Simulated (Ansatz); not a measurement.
Below is the output of a Python script on Ansatz's Python interface that makes a geometry optimisation of C2H2FIO2, SMILES FC1(I)OCO1. Write a script that gives it. Level of theory: B3LYP, def2-SVP basis, multiplicity 1.

Input file `c2h2fio2.xyz`:
```text
8

F    -0.41710   -1.62020    0.94550
C     0.35700   -0.58120    0.56090
I     2.42710   -0.69950    1.51270
O     0.46640   -0.37870   -0.86530
C    -0.59130    0.62900   -0.72760
O    -0.25020    0.73240    0.67510
H    -0.32240    1.54760   -1.25790
H    -1.57730    0.31350   -0.89930
```

```console
$ python opt_c2h2fio2.py
step   1  E = -17011.843725 eV  max force 4.1627 eV/A
step   2  E = -17012.256257 eV  max force 1.8849 eV/A
step   3  E = -17012.419817 eV  max force 1.1213 eV/A
step   4  E = -17012.490348 eV  max force 0.5030 eV/A
step   5  E = -17012.509137 eV  max force 0.4213 eV/A
step   6  E = -17012.524438 eV  max force 0.2292 eV/A
step   7  E = -17012.530725 eV  max force 0.1929 eV/A
step   8  E = -17012.530317 eV  max force 0.1687 eV/A
step   9  E = -17012.532219 eV  max force 0.0337 eV/A
step  10  E = -17012.532494 eV  max force 0.0094 eV/A
converged              True
free_energy_ev         -17012.532703127243
reference_energy_ev    -17012.532703127243
n_frozen               0
n_occupied             [32, 32]
n_virtual              [74, 74]
bond        before    after (A)
F0-C1        1.3515   1.3317
C1-I2        2.2815   2.2256
C1-O3        1.4447   1.3815
C1-O5        1.4516   1.3814
O3-C4        1.4674   1.4281
C4-O5        1.4473   1.4282
C4-H6        1.0942   1.1031
C4-H7        1.0494   1.1030
dipole (D): -1.163 1.654 -1.674, length 2.626
atom  Mulliken   Lowdin
F       -0.131    0.114
C        0.264   -0.375
I       -0.008    0.077
O       -0.298    0.053
C        0.361    0.114
O       -0.298    0.053
H        0.051   -0.020
H        0.058   -0.016
```

One script that gives this output:

`opt_c2h2fio2.py`:
```python
"""Minimum-energy structure of C2H2FIO2."""

import ansatz as az
import numpy as np

BASIS_SET = "def2-SVP"
XC = "B3LYP"

geometry = az.Crystal.molecule_from_extxyz("c2h2fio2.xyz")

job = (
    geometry.calculation()
    .basis(gaussian=BASIS_SET)
    .functional(XC)
    .scf(lower_state_search="standard")
)
symbols = [site.symbol for site in geometry.cartesian_sites]
start = np.array([site.position_ang for site in geometry.cartesian_sites], dtype=float)
def progress(event):
    if event["event"] == "relax_step":
        row = event["data"]
        print(f"step {row['step']:3d}  E = {row['lagrangian_ev']:.6f} eV  max force {row['allowed_force_max_ev_ang']:.4f} eV/A")


rep = job.relax(force_tolerance=0.01, max_steps=100).session().plan().execute(on_event=progress).report
end = np.array(rep["positions_ang"])

for key in ("converged", "free_energy_ev", "reference_energy_ev", "n_frozen", "n_occupied", "n_virtual"):
    print(f"{key:22s} {rep[key]}")

print("bond        before    after (A)")
for i, j in [(0, 1), (1, 2), (1, 3), (1, 5), (3, 4), (4, 5), (4, 6), (4, 7)]:
    d0, d1 = (np.linalg.norm(xyz[i] - xyz[j]) for xyz in (start, end))
    print(f"{symbols[i]}{i}-{symbols[j]}{j}".ljust(10), f"{d0:8.4f} {d1:8.4f}")

charges = rep["charge_distribution"]
dipole = np.array(charges["dipole_moment_e_ang"]) * 4.803205
print("dipole (D): {:.3f} {:.3f} {:.3f}, length {:.3f}".format(*dipole, np.linalg.norm(dipole)))
print("atom  Mulliken   Lowdin")
for symbol, m, l in zip(symbols, charges["mulliken_charges_e"], charges["lowdin_charges_e"]):
    print(f"{symbol:4s} {m:9.3f} {l:8.3f}")
```

Notes:
- These settings explore the input space; basis and method may be short of convergence.
- The end point is the stationary point reached from this start; no frequency run checks that it is a minimum, and the basis set is modest.
- def2 sets replace the cores of elements past krypton by effective core potentials.
- The Löwdin charges here are taken after orthogonalising the functions within each atom; they differ from plain Löwdin charges, and their signs can be unphysical.
- b3lyp holds the VWN-RPA fit, as in Gaussian; the form of ORCA and Turbomole is b3lyp5.
- Finished in 75 s on 1 thread of Arm Neoverse V1, on a shared host, peak memory 0.33 GiB.

(Lines on the test bed's own set-up are left out of the output.)
